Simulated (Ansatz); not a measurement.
# Si3Ge3H14: how energies converge with the basis set

The task here is to estimate one member of a computed series from the others.

Computed with Ansatz 0.2.0, Gaussian basis. Level: one geometry, several basis sets.

The runs, in order: PBE0-D4/def2-SVP; ωB97M-V/def2-SVP; PBE0-D4/def2-QZVPP; ωB97M-V/def2-QZVPP; the functionals' def2-TZVPP values are taken from earlier runs.

## The geometry

The geometry comes from an earlier relaxation with PBE0-D4 in a triple-zeta def2 set; it is a stationary point, not always the lowest conformer.

SMILES `[SiH3][GeH2][GeH2][SiH2][SiH2][GeH3]`, 20 atoms, charge 0, spin multiplicity 1.

Atoms are counted from 1 here; the program's logs count them from 0.

Bond lengths: Si1–Ge2 2.380 Å, Si1–H7 1.486 Å, Si1–H8 1.487 Å, Si1–H9 1.488 Å, Ge2–Ge3 2.430 Å, Ge2–H10 1.542 Å, Ge2–H11 1.541 Å, Ge3–Si4 2.381 Å, Ge3–H12 1.540 Å, Ge3–H13 1.541 Å, Si4–Si5 2.334 Å, Si4–H14 1.490 Å, Si4–H15 1.490 Å, Si5–Ge6 2.381 Å, Si5–H16 1.489 Å, Si5–H17 1.489 Å, Ge6–H18 1.538 Å, Ge6–H19 1.537 Å and more. Angles: Ge2–Si1–H7 110.7°, Ge2–Si1–H8 109.7°, Ge2–Si1–H9 110.0°, H7–Si1–H8 108.8°, H7–Si1–H9 108.6°, H8–Si1–H9 108.9°, Si1–Ge2–Ge3 113.0°, Si1–Ge2–H10 108.6°, Si1–Ge2–H11 109.9°, Ge3–Ge2–H10 108.9°, Ge3–Ge2–H11 108.9°, H10–Ge2–H11 107.4°, Ge2–Ge3–Si4 110.7°, Ge2–Ge3–H12 108.9°, Ge2–Ge3–H13 109.3°, Si4–Ge3–H12 109.9°, Si4–Ge3–H13 110.3°, H12–Ge3–H13 107.7° and more.

Coordinates:

```
Si   -2.09291    1.78965    0.12201
Ge   -1.75736    0.06169    1.72354
Ge    0.58697   -0.49154    2.04807
Si    1.32358   -2.03471    0.39098
Si    0.65654   -1.25061   -1.70387
Ge    1.50358    0.95195   -2.02016
H    -1.70126    1.33061   -1.23646
H    -1.27164    2.97495    0.48301
H    -3.52642    2.18607    0.09325
H    -2.35522    0.51602    3.06979
H    -2.51445   -1.20884    1.28975
H     1.42105    0.80108    1.96879
H     0.77918   -1.08717    3.45648
H     0.72100   -3.36760    0.67194
H     2.80653   -2.16866    0.43519
H     1.13875   -2.13410   -2.80161
H    -0.83168   -1.21982   -1.74917
H     3.03117    0.90333   -2.19642
H     0.88687    1.62632   -3.25654
H     1.19572    1.82138   -0.78855
```

Set-up of the first run:

in.yaml reads:

```yaml
crystal:
  periodic: [false, false, false]
  atoms:
    - {symbol: Si, position_ang: [-2.092908, 1.789655, 0.122015]}
    - {symbol: Ge, position_ang: [-1.757356, 0.061691, 1.723536]}
    - {symbol: Ge, position_ang: [0.586968, -0.491542, 2.048066]}
    - {symbol: Si, position_ang: [1.323583, -2.034708, 0.390975]}
    - {symbol: Si, position_ang: [0.656538, -1.250607, -1.703868]}
    - {symbol: Ge, position_ang: [1.503576, 0.951947, -2.020158]}
    - {symbol: H, position_ang: [-1.701256, 1.330606, -1.236459]}
    - {symbol: H, position_ang: [-1.271644, 2.974952, 0.483011]}
    - {symbol: H, position_ang: [-3.526421, 2.186067, 0.093249]}
    - {symbol: H, position_ang: [-2.355217, 0.516024, 3.069791]}
    - {symbol: H, position_ang: [-2.514447, -1.208837, 1.289748]}
    - {symbol: H, position_ang: [1.421053, 0.801083, 1.968786]}
    - {symbol: H, position_ang: [0.779181, -1.087170, 3.456482]}
    - {symbol: H, position_ang: [0.721004, -3.367603, 0.671936]}
    - {symbol: H, position_ang: [2.806525, -2.168658, 0.435190]}
    - {symbol: H, position_ang: [1.138748, -2.134103, -2.801613]}
    - {symbol: H, position_ang: [-0.831682, -1.219816, -1.749174]}
    - {symbol: H, position_ang: [3.031168, 0.903328, -2.196418]}
    - {symbol: H, position_ang: [0.886869, 1.626322, -3.256542]}
    - {symbol: H, position_ang: [1.195718, 1.821381, -0.788552]}
basis:
  gaussian: {orbitals: def2-SVP}
hamiltonian: {xc: pbe0, dispersion: d4}
output: {orbitals: {seedname: orbitals}}
```

Steps of the session up to this table: PBE0-D4 in def2-SVP; ωB97M-V in def2-SVP; PBE0-D4 in def2-QZVPP; ωB97M-V in def2-QZVPP.

One table of the session follows, with a row left open; its other results are not shown here.

It belongs to the step «Density functionals: the series». 

| functional | basis | HOMO (eV) |
| --- | --- | --- |
| PBE0-D4 | def2-SVP | -7.73 |
| PBE0-D4 | def2-TZVPP | -7.70 |
| PBE0-D4 | def2-QZVPP | ? |
| ωB97M-V | def2-SVP | -9.62 |
| ωB97M-V | def2-TZVPP | -9.61 |
| ωB97M-V | def2-QZVPP | -9.61 |

**Question.** Estimate the row for PBE0-D4, def2-QZVPP.

The run gave: HOMO (eV): -7.69. In the column «HOMO (eV)» it is the highest.
